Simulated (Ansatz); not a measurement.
# ClF4H4PW: the cost of one run

Program: Ansatz 0.2.0. Level of theory: RKS B3LYP-D4/def2-SVP. These are calculated values, not measurements.

### Step 1. Starting point

Bond lengths: W1–Cl2 2.740 Å, W1–H3 1.720 Å, W1–F4 1.850 Å, W1–F5 1.850 Å, W1–F6 1.850 Å, W1–F7 1.850 Å, W1–P8 2.740 Å, P8–H9 1.420 Å, P8–H10 1.420 Å. Angles (14 of 24 angles, heavy atoms first): Cl2–W1–F4 90.0°, Cl2–W1–F5 90.0°, Cl2–W1–F6 90.0°, Cl2–W1–F7 180.0°, Cl2–W1–P8 71.6°, F4–W1–F5 90.0°, F4–W1–F6 180.0°, F4–W1–F7 90.0°, F4–W1–P8 46.8°, F5–W1–F6 90.0°, F5–W1–F7 90.0°, F5–W1–P8 131.1°, F6–W1–F7 90.0°, F6–W1–P8 133.2°.

Structure file:

```xyz
11

W     0.0000    0.0000    0.0000
Cl    0.0000    0.0000    2.7400
H     1.7200    0.0000    0.0000
F     0.0000    1.8500    0.0000
F    -1.8500    0.0000    0.0000
F     0.0000   -1.8500    0.0000
F     0.0000    0.0000   -1.8500
P     1.8007    1.8758    0.8640
H     2.8278    1.2389    1.6094
H     2.3703    2.5373   -0.2560
H     1.0633    1.1076    2.1871
```

### Step 2. Pulling towards end A

Springs on the bonds that form and break draw the guess towards this end; the thresholds are loose.

The input, input.yaml:

```yaml
crystal:
  periodic: [false, false, false]
  atoms:
    - { symbol: W, position_ang: [0.0, 0.0, 0.0] }
    - { symbol: Cl, position_ang: [0.0, 0.0, 2.74] }
    - { symbol: H, position_ang: [1.72, 0.0, 0.0] }
    - { symbol: F, position_ang: [0.0, 1.85, 0.0] }
    - { symbol: F, position_ang: [-1.85, 0.0, 0.0] }
    - { symbol: F, position_ang: [0.0, -1.85, 0.0] }
    - { symbol: F, position_ang: [0.0, 0.0, -1.85] }
    - { symbol: P, position_ang: [1.8007, 1.8758, 0.864] }
    - { symbol: H, position_ang: [2.8278, 1.2389, 1.6094] }
    - { symbol: H, position_ang: [2.3703, 2.5373, -0.256] }
    - { symbol: H, position_ang: [1.0633, 1.1076, 2.1871] }
basis:
  gaussian: { orbitals: def2-SVP }
hamiltonian:
  xc: b3lyp
  dispersion: d4
relax:
  f_tol: 0.15
  max_steps: 25
  restrain:
    - { distance: [0, 7], at: 3.64, k: 30.0 }
    - { distance: [10, 1], at: 2.57, k: 30.0 }
    - { distance: [0, 1], at: 2.39, k: 30.0 }
    - { distance: [10, 7], at: 1.42, k: 30.0 }
```

Started as:

```console
$ ansatz run input.yaml --threads 4 --pin off --max-ram 5120MiB --backend cpu --events-out ev --progress --plain --runs-dir out
```

Q: Estimate wall time and peak memory on 4 threads of Arm Neoverse V2, shared host.

About 62 s, with a peak of 0.48 GiB.
